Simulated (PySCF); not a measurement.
**A gas-phase reaction: H2SZn + Br2 → BrHSZn + BrH**

Aim: the reaction energy of `[SH][ZnH]` + `BrBr` → `[SH][Zn][Br]` + `Br`.

Programs: PySCF 2.14.0. All values are calculated, for the isolated system unless a continuum is named. Atoms count from 0, parts from 1.

## 1. The system as given

Each species was relaxed by itself at PBE0-D3(BJ)/def2-SVPD.

## 2. Energies of the species: wB97M-D3(BJ)/def2-TZVPD

The job: settings as JSON, then the geometry in Å.

```
{"job": {"kind": "react", "xc": "wB97M-D3(BJ)", "basis": "def2-TZVPD"}, "charge": 0, "multiplicity": 1}
-1 H2SZn charge 0 multiplicity 1
S      0.875820    -1.208630     0.138450
Zn    -0.059330     0.706750    -0.370380
H     -0.130440    -1.547990     0.977910
H     -0.686050     2.049870    -0.745990

-1 Br2 charge 0 multiplicity 1
Br     1.150560     0.004010    -0.003260
Br    -1.150830    -0.001090     0.001620

+1 BrHSZn charge 0 multiplicity 1
S      1.156880     0.167410    -1.190290
Zn    -0.625680    -0.096240     0.030290
Br    -2.484220    -0.371590     1.262760
H      1.953010     0.300410    -0.102740

+1 BrH charge 0 multiplicity 1
Br     0.715050     0.004170    -0.002900
H     -0.708680    -0.001000     0.002060
```

With the program's defaults for keys left out, this is: wB97M-D3(BJ)/def2-TZVPD reaction energy of separated species, gas phase.

The run is started by

```bash
$ OMP_NUM_THREADS=1 python cluster_run.py task.json out
```

The driver reads the jobs from task.json and runs them one after another.

Standard output:

```text
species 1 (H2SZn)
coarse grid: 18704 points
cycle   1  E = -2178.8219371399  dE = -3.332e-01  |g| = 8.045e-01  |ddm| = 1.407e+00
cycle   2  E = -2178.7778114486  dE =  4.413e-02  |g| = 1.311e+00  |ddm| = 8.552e-01
cycle   3  E = -2178.8968413235  dE = -1.190e-01  |g| = 6.998e-02  |ddm| = 3.859e-01
cycle   4  E = -2178.8983461426  dE = -1.505e-03  |g| = 2.291e-02  |ddm| = 9.267e-02
cycle   5  E = -2178.8985134725  dE = -1.673e-04  |g| = 5.888e-03  |ddm| = 2.826e-02
cycle   6  E = -2178.8985310488  dE = -1.758e-05  |g| = 1.019e-03  |ddm| = 1.048e-02
cycle   7  E = -2178.8985319854  dE = -9.366e-07  |g| = 4.732e-04  |ddm| = 2.349e-03
final grid: 35528 points
cycle   8  E = -2178.8984528866  dE = -1.337e-07  |g| = 3.653e-04  |ddm| = 1.003e-03
cycle   9  E = -2178.8984528959  dE = -9.305e-09  |g| = 5.667e-04  |ddm| = 3.463e-04
cycle  10  E = -2178.8984529181  dE = -2.219e-08  |g| = 5.666e-05  |ddm| = 1.693e-04
cycle  11  E = -2178.8984529207  dE = -2.627e-09  |g| = 2.905e-05  |ddm| = 1.077e-04
cycle  12  E = -2178.8984529216  dE = -8.540e-10  |g| = 4.931e-06  |ddm| = 7.799e-05
converged SCF energy = -2178.8984529216

species 2 (Br2)
coarse grid: 14664 points
cycle   1  E = -5148.2886920511  dE = -2.032e+00  |g| = 4.158e-01  |ddm| = 1.565e+00
cycle   2  E = -5148.3001171589  dE = -1.143e-02  |g| = 2.962e-01  |ddm| = 3.425e-01
cycle   3  E = -5148.3083609072  dE = -8.244e-03  |g| = 9.005e-03  |ddm| = 1.528e-01
cycle   4  E = -5148.3084054610  dE = -4.455e-05  |g| = 2.023e-03  |ddm| = 1.256e-02
cycle   5  E = -5148.3084090336  dE = -3.573e-06  |g| = 6.167e-04  |ddm| = 4.103e-03
final grid: 26152 points
cycle   6  E = -5148.3084025894  dE = -1.104e-07  |g| = 3.660e-04  |ddm| = 8.879e-04
cycle   7  E = -5148.3084026131  dE = -2.366e-08  |g| = 2.411e-04  |ddm| = 4.758e-04
cycle   8  E = -5148.3084026273  dE = -1.417e-08  |g| = 2.159e-05  |ddm| = 1.720e-04
cycle   9  E = -5148.3084026275  dE = -2.055e-10  |g| = 1.096e-05  |ddm| = 2.977e-05
converged SCF energy = -5148.3084026275

species 3 (BrHSZn)
coarse grid: 23560 points
cycle   1  E = -4752.4421297265  dE = -1.223e+00  |g| = 8.683e-01  |ddm| = 1.782e+00
cycle   2  E = -4752.3933802785  dE =  4.875e-02  |g| = 1.396e+00  |ddm| = 1.096e+00
cycle   3  E = -4752.5329962098  dE = -1.396e-01  |g| = 8.350e-02  |ddm| = 4.789e-01
cycle   4  E = -4752.5347767000  dE = -1.780e-03  |g| = 1.899e-02  |ddm| = 1.071e-01
cycle   5  E = -4752.5349532335  dE = -1.765e-04  |g| = 6.823e-03  |ddm| = 2.858e-02
cycle   6  E = -4752.5349822733  dE = -2.904e-05  |g| = 1.865e-03  |ddm| = 1.533e-02
cycle   7  E = -4752.5349854204  dE = -3.147e-06  |g| = 8.020e-04  |ddm| = 4.636e-03
final grid: 43232 points
cycle   8  E = -4752.5348576934  dE = -2.975e-07  |g| = 8.405e-04  |ddm| = 2.105e-03
cycle   9  E = -4752.5348576634  dE =  3.007e-08  |g| = 1.380e-03  |ddm| = 6.842e-04
cycle  10  E = -4752.5348577887  dE = -1.254e-07  |g| = 8.535e-05  |ddm| = 4.086e-04
cycle  11  E = -4752.5348577940  dE = -5.295e-09  |g| = 4.599e-05  |ddm| = 1.801e-04
cycle  12  E = -4752.5348577960  dE = -1.952e-09  |g| = 6.307e-06  |ddm| = 1.354e-04
cycle  13  E = -4752.5348577960  dE = -3.183e-11  |g| = 2.338e-06  |ddm| = 1.908e-05
converged SCF energy = -4752.5348577960

species 4 (BrH)
coarse grid: 9808 points
cycle   1  E = -2574.7444817792  dE = -1.115e+00  |g| = 2.814e-01  |ddm| = 9.887e-01
cycle   2  E = -2574.7574488249  dE = -1.297e-02  |g| = 1.487e-01  |ddm| = 2.655e-01
cycle   3  E = -2574.7608846177  dE = -3.436e-03  |g| = 8.656e-03  |ddm| = 8.708e-02
cycle   4  E = -2574.7609219823  dE = -3.736e-05  |g| = 2.523e-03  |ddm| = 1.268e-02
cycle   5  E = -2574.7609264128  dE = -4.430e-06  |g| = 6.497e-04  |ddm| = 4.934e-03
final grid: 18448 points
cycle   6  E = -2574.7609111105  dE = -1.923e-07  |g| = 3.884e-04  |ddm| = 9.237e-04
cycle   7  E = -2574.7609111382  dE = -2.762e-08  |g| = 2.729e-04  |ddm| = 3.936e-04
cycle   8  E = -2574.7609111453  dE = -7.089e-09  |g| = 3.379e-05  |ddm| = 1.359e-04
cycle   9  E = -2574.7609111463  dE = -1.018e-09  |g| = 1.120e-05  |ddm| = 6.293e-05
cycle  10  E = -2574.7609111463  dE = -5.366e-11  |g| = 1.703e-06  |ddm| = 1.292e-05
converged SCF energy = -2574.7609111463

Reaction energy = -55.885 kcal/mol
```

Wall time 17 s (1 thread of Arm Neoverse V2, shared host); peak memory 0.57 GiB.

Species by species (with the dispersion term, which the log's SCF energies lack):

```csv
ν,species,energy (Eh),HOMO (eV)
-1,[SH][ZnH],-2178.90105,-9.57
-1,BrBr,-5148.30959,-10.44
+1,[SH][Zn][Br],-4752.53822,-9.97
+1,Br,-2574.76148,-11.15
```

## 3. Energies of the species: PBE0-D3(BJ)/def2-TZVPD

Settings changed since step 2:

```diff
@@ -1,2 +1,2 @@
-{"job": {"kind": "react", "xc": "wB97M-D3(BJ)", "basis": "def2-TZVPD"}, "charge": 0, "multiplicity": 1}
+{"job": {"kind": "react", "xc": "PBE0", "basis": "def2-TZVPD", "disp": "d3bj"}, "charge": 0, "multiplicity": 1}
 -1 H2SZn charge 0 multiplicity 1
```

With the program's defaults for keys left out, this is: PBE0-D3(BJ)/def2-TZVPD reaction energy of separated species, gas phase.

Standard output:

```text
species 1 (H2SZn)
coarse grid: 18704 points
cycle   1  E = -2178.3434789133  dE = -3.042e-01  |g| = 9.363e-01  |ddm| = 1.504e+00
cycle   2  E = -2178.1552666941  dE =  1.882e-01  |g| = 1.835e+00  |ddm| = 1.320e+00
cycle   3  E = -2178.4318818540  dE = -2.766e-01  |g| = 8.018e-02  |ddm| = 7.682e-01
cycle   4  E = -2178.4329826716  dE = -1.101e-03  |g| = 2.809e-02  |ddm| = 1.069e-01
cycle   5  E = -2178.4331939623  dE = -2.113e-04  |g| = 4.689e-03  |ddm| = 2.732e-02
cycle   6  E = -2178.4331970963  dE = -3.134e-06  |g| = 6.668e-04  |ddm| = 4.482e-03
final grid: 35528 points
cycle   7  E = -2178.4331940101  dE = -6.014e-08  |g| = 6.177e-04  |ddm| = 1.425e-03
cycle   8  E = -2178.4331939706  dE =  3.950e-08  |g| = 7.388e-04  |ddm| = 1.367e-03
cycle   9  E = -2178.4331941431  dE = -1.725e-07  |g| = 1.479e-04  |ddm| = 7.719e-04
cycle  10  E = -2178.4331941449  dE = -1.794e-09  |g| = 3.926e-05  |ddm| = 5.979e-05
cycle  11  E = -2178.4331941451  dE = -1.314e-10  |g| = 3.787e-06  |ddm| = 1.832e-05
converged SCF energy = -2178.4331941451

species 2 (Br2)
coarse grid: 14664 points
cycle   1  E = -5147.6955173503  dE = -1.992e+00  |g| = 4.158e-01  |ddm| = 1.609e+00
cycle   2  E = -5147.7001485042  dE = -4.631e-03  |g| = 3.188e-01  |ddm| = 3.040e-01
cycle   3  E = -5147.7078028188  dE = -7.654e-03  |g| = 2.250e-02  |ddm| = 1.633e-01
cycle   4  E = -5147.7079138944  dE = -1.111e-04  |g| = 7.934e-03  |ddm| = 2.329e-02
cycle   5  E = -5147.7079301821  dE = -1.629e-05  |g| = 5.812e-04  |ddm| = 6.034e-03
cycle   6  E = -5147.7079302408  dE = -5.877e-08  |g| = 9.434e-05  |ddm| = 7.038e-04
final grid: 26152 points
cycle   7  E = -5147.7079424045  dE = -3.386e-09  |g| = 8.878e-05  |ddm| = 2.089e-04
cycle   8  E = -5147.7079424048  dE = -2.883e-10  |g| = 7.651e-05  |ddm| = 1.000e-04
cycle   9  E = -5147.7079424052  dE = -4.147e-10  |g| = 2.355e-06  |ddm| = 3.911e-05
converged SCF energy = -5147.7079424052

species 3 (BrHSZn)
coarse grid: 23560 points
cycle   1  E = -4751.6615127457  dE = -1.195e+00  |g| = 1.000e+00  |ddm| = 1.873e+00
cycle   2  E = -4751.4372073272  dE =  2.243e-01  |g| = 1.944e+00  |ddm| = 1.701e+00
cycle   3  E = -4751.7693936141  dE = -3.322e-01  |g| = 1.009e-01  |ddm| = 1.025e+00
cycle   4  E = -4751.7708120408  dE = -1.418e-03  |g| = 2.415e-02  |ddm| = 1.123e-01
cycle   5  E = -4751.7708943729  dE = -8.233e-05  |g| = 8.986e-03  |ddm| = 2.418e-02
cycle   6  E = -4751.7709149090  dE = -2.054e-05  |g| = 1.473e-03  |ddm| = 1.017e-02
cycle   7  E = -4751.7709153902  dE = -4.812e-07  |g| = 3.667e-04  |ddm| = 1.705e-03
final grid: 43232 points
cycle   8  E = -4751.7709355641  dE = -1.144e-07  |g| = 4.095e-04  |ddm| = 1.462e-03
cycle   9  E = -4751.7709355519  dE =  1.224e-08  |g| = 4.878e-04  |ddm| = 8.542e-04
cycle  10  E = -4751.7709356085  dE = -5.667e-08  |g| = 5.584e-05  |ddm| = 4.627e-04
cycle  11  E = -4751.7709356089  dE = -3.420e-10  |g| = 2.069e-05  |ddm| = 2.900e-05
converged SCF energy = -4751.7709356089

species 4 (BrH)
coarse grid: 9808 points
cycle   1  E = -2574.4494535894  dE = -1.081e+00  |g| = 2.724e-01  |ddm| = 1.042e+00
cycle   2  E = -2574.4540918442  dE = -4.638e-03  |g| = 1.699e-01  |ddm| = 2.601e-01
cycle   3  E = -2574.4588661951  dE = -4.774e-03  |g| = 3.007e-02  |ddm| = 1.194e-01
cycle   4  E = -2574.4590976769  dE = -2.315e-04  |g| = 4.156e-03  |ddm| = 2.212e-02
cycle   5  E = -2574.4591016793  dE = -4.002e-06  |g| = 1.311e-03  |ddm| = 4.270e-03
final grid: 18448 points
cycle   6  E = -2574.4591028065  dE = -7.033e-08  |g| = 1.375e-03  |ddm| = 2.024e-03
cycle   7  E = -2574.4591028209  dE = -1.435e-08  |g| = 1.399e-03  |ddm| = 1.791e-03
cycle   8  E = -2574.4591030418  dE = -2.209e-07  |g| = 5.149e-05  |ddm| = 8.398e-04
cycle   9  E = -2574.4591030424  dE = -6.789e-10  |g| = 1.026e-05  |ddm| = 4.413e-05
converged SCF energy = -2574.4591030424

Reaction energy = -55.952 kcal/mol
```

Run time: 9.2 s. Hardware: 1 thread of Arm Neoverse V2, shared host; peak memory 0.55 GiB.

Reaction energy at this level: -55.95 kcal/mol.

## 4. Reaction energy: MP2/def2-TZVPD

Settings changed since step 3:

```diff
@@ -1,2 +1,2 @@
-{"job": {"kind": "react", "xc": "PBE0", "basis": "def2-TZVPD", "disp": "d3bj"}, "charge": 0, "multiplicity": 1}
+{"job": {"kind": "react", "xc": "MP2", "basis": "def2-TZVPD"}, "charge": 0, "multiplicity": 1}
 -1 H2SZn charge 0 multiplicity 1
```

Method: MP2/def2-TZVPD reaction energy of separated species, gas phase.

Standard output:

```text
species 1 (H2SZn)
final grid: 35528 points
cycle   1  E = -2176.4860985238  dE = -3.742e-01  |g| = 4.077e-01  |ddm| = 1.388e+00
cycle   2  E = -2176.5167725642  dE = -3.067e-02  |g| = 4.099e-01  |ddm| = 4.428e-01
cycle   3  E = -2176.5300213448  dE = -1.325e-02  |g| = 5.177e-02  |ddm| = 1.435e-01
cycle   4  E = -2176.5311509821  dE = -1.130e-03  |g| = 2.014e-02  |ddm| = 7.702e-02
cycle   5  E = -2176.5313385851  dE = -1.876e-04  |g| = 4.821e-03  |ddm| = 3.070e-02
cycle   6  E = -2176.5313527049  dE = -1.412e-05  |g| = 1.316e-03  |ddm| = 8.163e-03
cycle   7  E = -2176.5313544136  dE = -1.709e-06  |g| = 3.568e-04  |ddm| = 2.821e-03
cycle   8  E = -2176.5313545497  dE = -1.361e-07  |g| = 7.635e-05  |ddm| = 8.576e-04
cycle   9  E = -2176.5313545543  dE = -4.573e-09  |g| = 2.331e-05  |ddm| = 1.516e-04
cycle  10  E = -2176.5313545547  dE = -4.220e-10  |g| = 6.365e-06  |ddm| = 4.746e-05
converged SCF energy = -2176.5313545547

species 2 (Br2)
final grid: 26152 points
cycle   1  E = -5144.8048461085  dE = -2.062e+00  |g| = 2.909e-01  |ddm| = 1.538e+00
cycle   2  E = -5144.8189357973  dE = -1.409e-02  |g| = 1.474e-01  |ddm| = 2.565e-01
cycle   3  E = -5144.8217327042  dE = -2.797e-03  |g| = 1.800e-02  |ddm| = 9.135e-02
cycle   4  E = -5144.8218979146  dE = -1.652e-04  |g| = 4.299e-03  |ddm| = 2.375e-02
cycle   5  E = -5144.8219100010  dE = -1.209e-05  |g| = 1.080e-03  |ddm| = 6.539e-03
cycle   6  E = -5144.8219105044  dE = -5.034e-07  |g| = 1.901e-04  |ddm| = 1.295e-03
cycle   7  E = -5144.8219105207  dE = -1.636e-08  |g| = 2.978e-05  |ddm| = 2.742e-04
cycle   8  E = -5144.8219105211  dE = -3.702e-10  |g| = 3.080e-06  |ddm| = 6.117e-05
converged SCF energy = -5144.8219105211

species 3 (BrHSZn)
final grid: 43232 points
cycle   1  E = -4748.3994036821  dE = -1.266e+00  |g| = 4.626e-01  |ddm| = 1.738e+00
cycle   2  E = -4748.4335886709  dE = -3.418e-02  |g| = 4.687e-01  |ddm| = 5.468e-01
cycle   3  E = -4748.4516061358  dE = -1.802e-02  |g| = 5.571e-02  |ddm| = 1.807e-01
cycle   4  E = -4748.4527798208  dE = -1.174e-03  |g| = 2.005e-02  |ddm| = 7.957e-02
cycle   5  E = -4748.4530230909  dE = -2.433e-04  |g| = 5.987e-03  |ddm| = 3.295e-02
cycle   6  E = -4748.4530493418  dE = -2.625e-05  |g| = 2.055e-03  |ddm| = 1.157e-02
cycle   7  E = -4748.4530528142  dE = -3.472e-06  |g| = 6.098e-04  |ddm| = 4.241e-03
cycle   8  E = -4748.4530530905  dE = -2.763e-07  |g| = 1.815e-04  |ddm| = 1.250e-03
cycle   9  E = -4748.4530531110  dE = -2.046e-08  |g| = 5.220e-05  |ddm| = 3.153e-04
cycle  10  E = -4748.4530531138  dE = -2.823e-09  |g| = 1.615e-05  |ddm| = 1.308e-04
cycle  11  E = -4748.4530531141  dE = -2.829e-10  |g| = 4.295e-06  |ddm| = 4.540e-05
converged SCF energy = -4748.4530531141

species 4 (BrH)
final grid: 18448 points
cycle   1  E = -2572.9852623235  dE = -1.144e+00  |g| = 2.202e-01  |ddm| = 9.640e-01
cycle   2  E = -2572.9999186634  dE = -1.466e-02  |g| = 7.760e-02  |ddm| = 2.157e-01
cycle   3  E = -2573.0014424322  dE = -1.524e-03  |g| = 1.588e-02  |ddm| = 5.815e-02
cycle   4  E = -2573.0016143313  dE = -1.719e-04  |g| = 5.005e-03  |ddm| = 1.886e-02
cycle   5  E = -2573.0016334569  dE = -1.913e-05  |g| = 1.691e-03  |ddm| = 6.805e-03
cycle   6  E = -2573.0016348599  dE = -1.403e-06  |g| = 3.418e-04  |ddm| = 2.059e-03
cycle   7  E = -2573.0016349335  dE = -7.363e-08  |g| = 5.979e-05  |ddm| = 6.414e-04
cycle   8  E = -2573.0016349349  dE = -1.433e-09  |g| = 8.468e-06  |ddm| = 8.660e-05
cycle   9  E = -2573.0016349350  dE = -3.911e-11  |g| = 1.310e-06  |ddm| = 1.889e-05
converged SCF energy = -2573.0016349350

Reaction energy = -59.691 kcal/mol
```

Wall time 5.6 s (1 thread of Arm Neoverse V2, shared host); peak memory 0.43 GiB.

Reaction energy at this level: -59.69 kcal/mol.

## 5. Comparing the runs

Energies in kcal/mol, with wall time:

```csv
run,reaction,time
wB97M-D3(BJ)/def2-TZVPD,-55.88,17 s
PBE0-D3(BJ)/def2-TZVPD,-55.95,9.2 s
MP2/def2-TZVPD,-59.69,5.6 s
```

## 6. What came out

| quantity | value |
| --- | --- |
| reaction energy (wB97M-D3(BJ)/def2-TZVPD) | -55.88 kcal/mol |
| ΔH, ΔG at 298 K (xTB thermal terms) | -54.9, -54.9 kcal/mol |
| range of the reaction energy over the runs of this table | -59.69 to -55.88 kcal/mol |

What this shows: The reaction is exothermic by 54.9 kcal/mol in the gas phase; dispersion gives -0.09, and xTB itself gave -24.42 for the electronic energy (xTB energies and thermal terms come from the earlier relaxation of each species, not shown). No barrier was sought. xTB and this level differ widely in the electronic energy, so what comes from xTB (the thermal terms above all) is less safe here. The reaction energy runs from -59.69 (MP2/def2-TZVPD) to -55.88 kcal/mol (wB97M-D3(BJ)/def2-TZVPD).
